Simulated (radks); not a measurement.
**Valence configurations of C**

NIST gives [He] 2s2 2p2 as the ground configuration of C. Does this level of theory agree? Several fillings of the valence shells are run.

Method: scalar-relativistic Kohn-Sham, PBE, spin-polarised, spherical densities, finite nucleus; open shells are filled with parallel spins first. Code: radks (a radial shooting solver on a logarithmic mesh, Libxc functionals) version 1.

**1. What is computed**

* element: carbon (Z = 6)
* charge: 0
* electrons: 6
* configuration: [He] 2s2 2p2
* nuclear rms radius: 2.4702 fm
* others tried: 2s1 2p3; 2s0.5 2p3.5; 2p4; 2s1.5 2p2.5

Outer shells as boxes (Hund's rule):

C
```
[He] core
2s [↑↓]
2p [↑ ][↑ ][  ]
```

**2. [He] 2s2 2p2**

Input:

```text
Z 6
configuration [He] 2s2 2p2
relativity scalar-relativistic
functional pbe,pbe
spin polarised
nucleus finite rms 2.4702 fm
c 137.035999084
```

**3. [He] 2s1 2p3**

Input: that of step 2 with these lines changed.

```diff
@@ -1,3 +1,3 @@
 Z 6
-configuration [He] 2s2 2p2
+configuration [He] 2s1 2p3
 relativity scalar-relativistic
```

**4. [He] 2s0.5 2p3.5**

Input: that of step 3 with these lines changed.

```diff
@@ -1,3 +1,3 @@
 Z 6
-configuration [He] 2s1 2p3
+configuration [He] 2s0.5 2p3.5
 relativity scalar-relativistic
```

**5. [He] 2p4**

Input: that of step 4 with these lines changed.

```diff
@@ -1,3 +1,3 @@
 Z 6
-configuration [He] 2s0.5 2p3.5
+configuration [He] 2p4
 relativity scalar-relativistic
```

**6. [He] 2s1.5 2p2.5**

Input: that of step 5 with these lines changed.

```diff
@@ -1,3 +1,3 @@
 Z 6
-configuration [He] 2p4
+configuration [He] 2s1.5 2p2.5
 relativity scalar-relativistic
```

What does the calculation give? Wanted: for each run, valence; E − E(NIST configuration); moment; highest level; its energy; 1s shift.

**Answer**, as computed:

| valence | E − E(NIST configuration) (eV) | moment (μB) | highest level | its energy (eV) | 1s shift (eV) |
| --- | --- | --- | --- | --- | --- |
| 2s2 2p2 | 0.000 | 2 | 2p up | -6.095 | +0.00 |
| 2s1.5 2p2.5 | 2.484 | 3 | 2p up | -6.541 | -0.09 |
| 2s1 2p3 | 3.992 | 4 | 2p up | -6.827 | +0.08 |
| 2s0.5 2p3.5 | 10.819 | 3 | 2p down | -3.017 | -1.17 |
| 2p4 | 16.850 | 2 | 2p down | -4.360 | -1.97 |

What this shows: Theory agrees with NIST among these: the next, 2s1.5 2p2.5, lies 2.484 eV higher. The energies are those of spherical high-spin densities, not of single terms. The 1s eigenvalue shifts by up to 1.97 eV as the valence charge is rearranged.
